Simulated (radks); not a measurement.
# Nb³⁵⁺ in [He] 2p2 3d2: an all-electron calculation

The task here is to estimate one member of a computed series from the others.

Program: radks (a radial shooting solver on a logarithmic mesh, Libxc functionals) version 1. Level of theory: Dirac Kohn-Sham, PBEsol, spin-unpolarised, spherical densities, finite nucleus; open shells fill j = l - 1/2 first. These are calculated values, not measurements, unless marked.

## What is computed

```
element            : niobium (Z = 41)
charge             : +35
electrons          : 6
configuration      : [He] 2p2 3d2
nuclear rms radius : 4.324 fm
```

Set-up of the first run:

Settings of this run:

```text
Z 41
configuration [He] 2p2 3d2 2s0 3p0
relativity Dirac
functional pbe_sol,pbe_sol
spin unpolarised
j_filling energy
nucleus finite rms 4.324 fm
c 137.035999084
```

Among the steps run: Self-consistent calculation.

One of the session's tables, all rows but one given; the rest of the session is left out.

It belongs to the step «Shells». Sizes of the orbitals, from the radial functions (bohr):

```
level      <r>  outermost maximum (interpolated)  90 % within
1s1/2  0.03593                            0.0234       0.0643
2s1/2   0.1483                             0.128        0.227
2p1/2        ?                                 ?            ?
2p3/2   0.1285                             0.102        0.207
3p1/2   0.3247                             0.309        0.480
3p3/2   0.3303                             0.315        0.487
3d3/2   0.2808                             0.239        0.425
3d5/2   0.2827                             0.241        0.427
```

Estimate the missing values for 2p1/2.

The run gave: <r>: 0.1246; outermost maximum (interpolated): 0.0985; 90 % within: 0.202. In the column «<r>» it lies between 1s1/2 (0.03593) and 2p3/2 (0.1285).
